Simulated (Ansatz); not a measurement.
# H8OSi3: the cost of one run

Program: Ansatz 0.2.0. Level of theory: RKS PBE0/STO-3G. These are calculated values, not measurements.

## 1. The starting structure

Bond lengths: Si1–Si2 2.220 Å, Si2–H3 1.460 Å, Si2–H4 1.460 Å, Si2–H5 1.460 Å, Si1–H6 1.460 Å, Si1–H7 1.459 Å, Si1–O8 1.679 Å, O8–Si9 1.680 Å, Si9–H10 1.460 Å, Si9–H11 1.460 Å, Si9–H12 1.460 Å. Angles (14 of 19 angles, heavy atoms first): Si2–Si1–O8 109.5°, Si1–O8–Si9 125.0°, Si1–Si2–H3 109.5°, Si1–Si2–H4 109.5°, Si1–Si2–H5 109.5°, Si2–Si1–H6 109.5°, Si2–Si1–H7 109.5°, H6–Si1–O8 109.5°, H7–Si1–O8 109.5°, O8–Si9–H10 109.5°, O8–Si9–H11 109.5°, O8–Si9–H12 109.5°, H3–Si2–H4 109.4°, H3–Si2–H5 109.4°.

Coordinates:

```xyz
12

Si    0.0000    0.0000    0.0000
Si    0.0000    0.0000    2.2200
H    -1.3148   -0.4067    2.7074
H     1.0096   -0.9353    2.7074
H     0.3052    1.3420    2.7074
H     1.3768    0.0000   -0.4862
H    -0.6877    1.1914   -0.4862
O    -0.7913   -1.3709   -0.5594
Si   -1.6730   -2.4329    0.3983
H    -1.2634   -2.2870    1.7920
H    -3.0964   -2.1323    0.2761
H    -1.4264   -3.8036   -0.0398
```

## 2. Relaxing the start

Contents of input.yaml:

```yaml
crystal:
  periodic: [false, false, false]
  atoms:
    - { symbol: Si, position_ang: [0.0, 0.0, 0.0] }
    - { symbol: Si, position_ang: [0.0, 0.0, 2.22] }
    - { symbol: H, position_ang: [-1.3148, -0.4067, 2.7074] }
    - { symbol: H, position_ang: [1.0096, -0.9353, 2.7074] }
    - { symbol: H, position_ang: [0.3052, 1.342, 2.7074] }
    - { symbol: H, position_ang: [1.3768, 0.0, -0.4862] }
    - { symbol: H, position_ang: [-0.6877, 1.1914, -0.4862] }
    - { symbol: O, position_ang: [-0.7913, -1.3709, -0.5594] }
    - { symbol: Si, position_ang: [-1.673, -2.4329, 0.3983] }
    - { symbol: H, position_ang: [-1.2634, -2.287, 1.792] }
    - { symbol: H, position_ang: [-3.0964, -2.1323, 0.2761] }
    - { symbol: H, position_ang: [-1.4264, -3.8036, -0.0398] }
basis:
  gaussian: { orbitals: STO-3G }
hamiltonian:
  xc: pbe0
relax:
  f_tol: 0.02
  max_steps: 40
```

Command:

```sh
$ ansatz run input.yaml --threads 1 --pin off --max-ram 2048MiB --backend cpu --events-out ev --progress --plain --runs-dir out
```

Q: Estimate wall time and peak memory on 1 thread of Arm Neoverse V2, shared host.

About 33 s, with a peak of 0.11 GiB.
